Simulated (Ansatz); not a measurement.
# F6S: the cost of one run

Program: Ansatz 0.2.0. Level of theory: DFT PBE0, Gaussian basis def2-TZVPP, and further levels as typed in the inputs. These are calculated values, not measurements.

## Step 1: The structure to begin with

Bond lengths: S1–F2 1.570 Å, S1–F3 1.570 Å, S1–F4 1.570 Å, S1–F5 1.570 Å, S1–F6 1.570 Å, S1–F7 1.570 Å. Angles (14 of 15 angles, heavy atoms first): F2–S1–F3 180.0°, F2–S1–F4 90.0°, F2–S1–F5 90.0°, F2–S1–F6 90.0°, F2–S1–F7 90.0°, F3–S1–F4 90.0°, F3–S1–F5 90.0°, F3–S1–F6 90.0°, F3–S1–F7 90.0°, F4–S1–F5 180.0°, F4–S1–F6 90.0°, F4–S1–F7 90.0°, F5–S1–F6 90.0°, F5–S1–F7 90.0°.

Coordinates:

```xyz
7

S     0.0000    0.0000    0.0000
F     1.5700    0.0000    0.0000
F    -1.5700    0.0000    0.0000
F     0.0000    1.5700    0.0000
F     0.0000   -1.5700    0.0000
F     0.0000    0.0000    1.5700
F     0.0000    0.0000   -1.5700
```

## Step 2: Relaxing the atoms: F6S

Contents of input.yaml:

```yaml
relax:
  f_tol: 0.001
  max_steps: 200
crystal:
  periodic: [false, false, false]
  atoms:
    - { symbol: S, position_ang: [0.0, 0.0, 0.0] }
    - { symbol: F, position_ang: [1.57, 0.0, 0.0] }
    - { symbol: F, position_ang: [-1.57, 0.0, 0.0] }
    - { symbol: F, position_ang: [0.0, 1.57, 0.0] }
    - { symbol: F, position_ang: [0.0, -1.57, 0.0] }
    - { symbol: F, position_ang: [0.0, 0.0, 1.57] }
    - { symbol: F, position_ang: [0.0, 0.0, -1.57] }
basis:
  gaussian: { orbitals: def2-TZVPP }
hamiltonian:
  xc: pbe0
```

The run is started by

```
$ ansatz run input.yaml --threads 4 --pin off --max-ram 14336MiB --backend cpu --events-out ev --progress --plain --runs-dir out
```

What time and memory should one allow on 4 threads of Intel Xeon Platinum 8375C at 2.90GHz (Ice Lake), shared host?

About 16 s, with a peak of 0.68 GiB.
